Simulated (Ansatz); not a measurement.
# ZnAu, space group Pm-3m: a single point from an input typed as a dict

With Ansatz's Python interface.

The cells in order, each with its output:

**Cell 1**
```python
import warnings

import ansatz as az
```

**Cell 2**
```python
warnings.simplefilter('ignore', az.DeckWarning)
```

**Cell 3**
```python
settings = {
    'crystal': {
        'lattice': [[3.147, 0.0, 0.0], [0.0, 3.147, 0.0], [0.0, 0.0, 3.147]],
        'atoms': [
            {'symbol': 'Zn', 'position': [0.5, 0.5, 0.5]},
            {'symbol': 'Au', 'position': [0.0, 0.0, 0.0]},
        ],
    },
    'kpoints': {'mp_grid': {'kspacing': 0.3}},
    'hamiltonian': {'xc': 'pbe'},
    'scf': {'occupations': {'method': 'fermi_dirac', 'width': 0.15}},
    'basis': {'ecutwfc': '470 eV'},
    'output': {'forces': True, 'stress': True, 'eigenvalues': True},
}
```

**Cell 4**
```python
res = az.Session.from_dict(settings).plan().execute()
data = res.report
```

**Cell 5**
```python
data['n_kpoints'], data['n_symmetry_ops'], data['n_pw']
```
Output:
```text
(20, 48, 739)
```

**Cell 6**
```python
{key: value for key, value in data.items() if isinstance(value, (int, float)) and 'ev' in key}
```
Output:
```text
{'n_hpsi_unsolved_levels': 354,
 'gap_by_band_count_ev': -7.104970943980858,
 'fermi_energy_ev': 17.17251771154966,
 'harris_foulkes_ev': -16468.798586865647,
 'scf_correction_max_component_ev_ang': 2.876055383618272e-32,
 'free_energy_ev': -16468.798586887064,
 'internal_energy_ev': -16468.767833163667,
 'lagrangian_ev': -16468.798586887064,
 'energy_sigma0_ev': -16468.783210025365,
 'lagrangian_sigma0_ev': -16468.783210025365,
 'lagrangian_above_aufbau_ev': -0.022532544512845074,
 'entropy_ts_ev': 0.030753723397056128,
 'loop_fermi_energy_ev': 17.17251771154966,
 'occupations_fermi_energy_ev': 17.17251771154966}
```

**Cell 7**
```python
data['mixing_algorithm'], data['preconditioner'], data['eigensolver']
```
Output:
```text
('MSR1', 'none', 'band_cg')
```

**Cell 8**
```python
print('%-22s %14.5f eV' % ('F = E - TS', data['free_energy_ev']))
print('%-22s %14.5f eV' % ('E', data['internal_energy_ev']))
print('%-22s %14.5f eV' % ('Harris-Foulkes', data['harris_foulkes_ev']))
print('%-22s %14.5f eV' % ('Fermi level', data['fermi_energy_ev']))
```
Output:
```text
F = E - TS               -16468.79859 eV
E                        -16468.76783 eV
Harris-Foulkes           -16468.79859 eV
Fermi level                  17.17252 eV
```

**Cell 9**
```python
# forces, one row an atom
print('forces (eV/A)')
for site, force in zip(res.lattice.sites, data['forces_ev_ang']):
    print(f'  {site.symbol:2s} {force[0]:9.4f} {force[1]:9.4f} {force[2]:9.4f}')
```
Output:
```text
forces (eV/A)
  Zn    0.0000   -0.0000    0.0000
  Au   -0.0000    0.0000   -0.0000
```

**Cell 10**
```python
fermi = data['fermi_energy_ev']
print('levels less the Fermi level (eV) at the first k-points')
for k, levels in list(zip(data['kpoints_frac'], data['eigenvalues_ev']))[:3]:
    print('k = ({:.3f}, {:.3f}, {:.3f})'.format(*k))
    print('   ', ' '.join(f'{e - fermi:.3f}' for e in levels))
```
Output:
```text
levels less the Fermi level (eV) at the first k-points
k = (0.000, 0.000, 0.000)
    -106.291 -57.709 -57.709 -57.709 -10.734 -8.233 -8.233 -7.539 -7.539 -7.539 -5.541 -5.541 -3.848 -3.848 -3.848 4.875 4.875 4.875 8.756 11.966
k = (0.000, 0.000, 0.143)
    -106.291 -57.717 -57.709 -57.709 -10.374 -8.155 -8.130 -7.543 -7.543 -7.510 -5.599 -5.446 -4.105 -4.105 -3.878 2.688 5.540 5.540 9.800 11.610
k = (0.000, 0.000, 0.286)
    -106.291 -57.734 -57.707 -57.707 -9.368 -7.963 -7.904 -7.546 -7.546 -7.442 -5.747 -5.265 -4.617 -4.617 -3.945 -0.292 7.276 7.276 10.350 10.875
```

Notes:
- Absolute energies stand on the zero of these potentials, so only differences at equal settings mean something. A total without «per atom» is that of the cell as typed.
- The mesh is modest for a metal, so energies can be off by several to tens of meV an atom and pressures by half a GPa or more; differences at equal mesh fare better.
- The zero of the levels is a convention of the potentials, so an absolute Fermi energy is no work function.
- The smearing is wide enough that free energy and stress hold a thermal part of the electrons.
- A gap by band count of zero or less means overlapping bands, a metal, and at an odd count of electrons it is no gap at all.
- The starting cell is as deposited in a crystallographic database; the results hold for this polymorph, which needn't be the stable one.
- Levels are Kohn-Sham eigenvalues on this mesh, without spin-orbit coupling.
- Finished in 1.3 s on 1 thread of Arm Neoverse V1 (shared host), peak memory 0.34 GiB.

(Lines on the test bed's own set-up are left out of the output.)
